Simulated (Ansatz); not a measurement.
**Te3As2 (Kalgoorlieite): properties at the relaxed cell**

Aim: for Te3As2 (Kalgoorlieite), see how the gap depends on the level of theory.

Computed with Ansatz 0.2.0 (DFT PBEsol, scalar-relativistic, plane waves, PAW, unless a step's input says otherwise).

1 further run of the same task is left out (set aside as unsound or not needed). Runs told in other sessions of the task aren't counted.

### Step 1. The system as given

The structure is monoclinic, space group C2/m (No. 12). Conventional cell: a = 14.142 Å, b = 4.025 Å, c = 9.742 Å, α = 90.00°, β = 96.13°, γ = 90.00°. Te (site symmetry m) has 3 As at 2.76 to 2.92 Å in its first shell of neighbours. Around Te (site symmetry m) lie 3 As at 2.67 to 2.94 Å. Te (site symmetry m) has 3 As at 2.78 to 2.81 Å in its first shell of neighbours. As (site symmetry m) has 6 Te at 2.78 to 2.94 Å in its first shell of neighbours. Around As (site symmetry m) lie 3 Te at 2.67 to 2.76 Å.

Coordinates:

```
Te As
1.0
     7.07092   -2.01272   -0.06306
     7.07092    2.01272   -0.06306
    -0.95456    0.00000    9.69512
Te As
6 4
Cartesian
  0.1429 0.0000 2.7644
  13.0443 0.0000 6.8046
  10.7288 0.0000 3.2047
  2.4585 0.0000 6.3643
  5.2895 0.0000 0.3219
  7.8977 0.0000 9.2471
  2.7001 0.0000 1.3467
  10.4872 0.0000 8.2223
  8.2761 0.0000 4.2640
  4.9112 0.0000 5.3050
```

It is the result of an earlier relaxation at this level (volume 27.57 Å³/atom; gap on the mesh: 0.25 eV).

### Step 2. Level of theory: r2SCAN

input.yaml reads:

```yaml
crystal:
  lattice:
    - [7.0709214781, -2.0127169742, -0.0630635936]
    - [7.0709214781, 2.0127169742, -0.0630635936]
    - [-0.9545620433, 0.0, 9.6951206365]
  atoms:
    - { symbol: Te, position: [0.0293794682, 0.0293794682, 0.2855147234] }
    - { symbol: Te, position: [0.9706205318, 0.9706205318, 0.7144852766] }
    - { symbol: Te, position: [0.7816527353, 0.7816527353, 0.3407135871] }
    - { symbol: Te, position: [0.2183472647, 0.2183472647, 0.6592864129] }
    - { symbol: Te, position: [0.376606829, 0.376606829, 0.0381014686] }
    - { symbol: Te, position: [0.623393171, 0.623393171, 0.9618985314] }
    - { symbol: As, position: [0.2004827551, 0.2004827551, 0.141514504] }
    - { symbol: As, position: [0.7995172449, 0.7995172449, 0.858485496] }
    - { symbol: As, position: [0.6154447385, 0.6154447385, 0.4478170285] }
    - { symbol: As, position: [0.3845552615, 0.3845552615, 0.5521829715] }
basis:
  ecutwfc: 500
kpoints:
  mp_grid: { grid: [10, 10, 4] }
  band_path:
    path:
      - [[0.0, 0.0, 0.0], [-0.27048831, 0.27048831, 0.0]]
      - [[-0.72951169, -0.27048831, 0.0], [-0.5, -0.5, 0.0], [0.0, 0.0, 0.0], [-0.5, -0.5, 0.5], [-0.73268987, -0.26731013, 0.5]]
      - [[-0.26731013, 0.26731013, 0.5], [0.0, 0.0, 0.5], [0.0, 0.0, 0.0]]
      - [[-0.5, 0.0, 0.5], [0.0, 0.0, 0.0], [-0.5, 0.0, 0.0]]
    npoints: 14
hamiltonian:
  xc: r2scan
scf:
  occupations: { method: gaussian, width: 0.02 }
  n_extra_bands: 25
output:
  forces: true
  stress: true
  eigenvalues: true
  populations: true
  dos: { projected: true, de: 0.02, nscf_kmesh: { grid: [15, 15, 6] } }
  bader: true
  write_density: true
  write_potential: true
  elf: true
  volumetric_format: npy
```

Started as:

```
> ansatz run input.yaml --threads 8 --pin off --max-ram 22528MiB --backend cpu --events-out ev --progress --plain --runs-dir out
```

### Step 3. Level of theory: PBEsol with spin-orbit coupling

input.yaml, as its differences from that of step 2:

```diff
@@ -17,3 +17,3 @@
 basis:
-  ecutwfc: 500
+  ecutwfc: 420
 kpoints:
@@ -26,8 +26,7 @@
       - [[-0.5, 0.0, 0.5], [0.0, 0.0, 0.0], [-0.5, 0.0, 0.0]]
-    npoints: 14
+    npoints: 10
 hamiltonian:
-  xc: r2scan
+  xc: pbesol
 scf:
   occupations: { method: gaussian, width: 0.02 }
-  n_extra_bands: 25
 output:
@@ -37,4 +36,4 @@
   populations: true
-  dos: { projected: true, de: 0.02, nscf_kmesh: { grid: [15, 15, 6] } }
-  bader: true
+  dos: { projected: true, de: 0.02 }
+  bader: false
   write_density: true
@@ -43 +42,4 @@
   volumetric_format: npy
+magnetization:
+  noncollinear: true
+  spin_orbit: true
```

(Steps that only read results are left out.)

What does the calculation give? Wanted: gap; Bader charges (for each run or level that gives them).

As calculated:

```
                             quantity                                   value
                         gap (r2SCAN)           0.31 eV, indirect on the path
               Bader charges (r2SCAN)  Te -0.12 to -0.08, As +0.10 to +0.20 e
gap (PBEsol with spin-orbit coupling)           0.07 eV, indirect on the path
```

What this shows: The gap runs from 0.07 eV with PBEsol with spin-orbit coupling to 0.31 eV with r2SCAN. Spin-orbit coupling moves it by -0.15 eV. At this fixed cell r2SCAN gives 2.2 GPa, so it would relax to a larger volume. PBEsol with spin-orbit coupling cost 3.6 times the CPU time of PBEsol on a shared host. Only the runs so marked include spin-orbit coupling; the others lack it, which matters for elements this heavy.
